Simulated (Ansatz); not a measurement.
# F− with Cl₂: structure and interaction energy

How do F− and Cl₂ sit together, how strongly do they interact, and which methods get it right?

Computed with Ansatz 0.2.0, Gaussian basis. Level: PBE0-D4 structure, single points in def2-TZVPPD.

Levels: PBE-D4, revPBE-D4, BLYP-D4, r2SCAN-D4, B97M-V, PBE0-D4, B3LYP-D4, HSE06-D4, wB97X-V, wB97M-V, B2PLYP, Hartree-Fock, MP2, CCSD, CCSD(T). The reference is CCSD(T) extrapolated to the basis limit.

Correlated methods freeze the cores. B3LYP uses VWN-RPA correlation. B2PLYP carries no dispersion term here.

163 further runs of the same task are left out: 163 set aside as unsound or not needed.

## (1) Where the work starts

The pair, from a GFN2-xTB docking trial: 3 atoms, charge -1, spin multiplicity 1.

Atoms are counted from 1 here; the program's logs count them from 0.

Bond lengths: Cl2–Cl3 2.247 Å.

As a file:

```csv
atom,x (Å),y (Å),z (Å)
F1,-0.5424,0.4064,-1.9316
Cl2,-0.0264,0.0198,-0.0944
Cl3,0.5688,-0.4262,2.0259
```

Atoms 1 to 1 are fragment A (F−), the rest fragment B (Cl₂).

## (2) A first relaxation in a small basis

The input, pre/in.yaml:

```yaml
crystal:
  periodic: [false, false, false]
  atoms:
    - {symbol: F, position_ang: [-0.542400, 0.406400, -1.931600]}
    - {symbol: Cl, position_ang: [-0.026400, 0.019800, -0.094400]}
    - {symbol: Cl, position_ang: [0.568800, -0.426200, 2.025900]}
basis:
  gaussian: {orbitals: def2-SVPD}
total_charge: -1
hamiltonian: {xc: pbe, dispersion: d4}
relax: {f_tol: 0.03, max_steps: 250}
```

Launch:

```console
$ ansatz run in.yaml --threads 2 --pin off --events-out ev --progress --plain --max-ram 5222MiB
```

After this run come: Relaxation at PBE0-D4; wB97X-V/def2-TZVPPD; wB97M-V/def2-TZVPPD; B2PLYP/def2-TZVPPD; B97M-V/def2-TZVPPD; CCSD(T)/def2-TZVPPD; MP2/def2-QZVPPD; Vibrations of the pair.

**Question.** What will these runs give? Wanted: interaction energy, CCSD(T)/CBS; of it Hartree-Fock; D4 term of PBE0-D4; shortest contact; lowest wavenumber.

The runs gave:

| quantity | value |
| --- | --- |
| interaction energy, CCSD(T)/CBS | -2184 meV |
| of it Hartree-Fock (basis limit) | -2000 meV |
| D4 term of PBE0-D4 | -19 meV |
| shortest contact | F1–Cl2 1.86 Å |
| lowest wavenumber | 227 cm⁻¹ |

The pair is bound by 2184 meV at fixed fragment shapes. Hartree-Fock gives 92 % of it, so electrostatics, induction and charge transfer lead. The functionals run from B2PLYP, off by -88 meV, to r2SCAN-D4, off by -489 meV, against CCSD(T)/CBS. Mean unsigned error by rung: GGA 231, meta-GGA 432, hybrid 252, screened hybrid 362, range-separated hybrid 128, double hybrid 88 meV. PBE-D4 gives an interaction energy 363 meV too low, an error of 17 % of the reference. CCSD(T) moves by -164 meV from triple zeta to the limit; gaps between functionals far smaller than that don't rank them. A lower arrangement may exist. The restricted Hartree–Fock reference is unstable towards an unrestricted one at one or more of these structures.
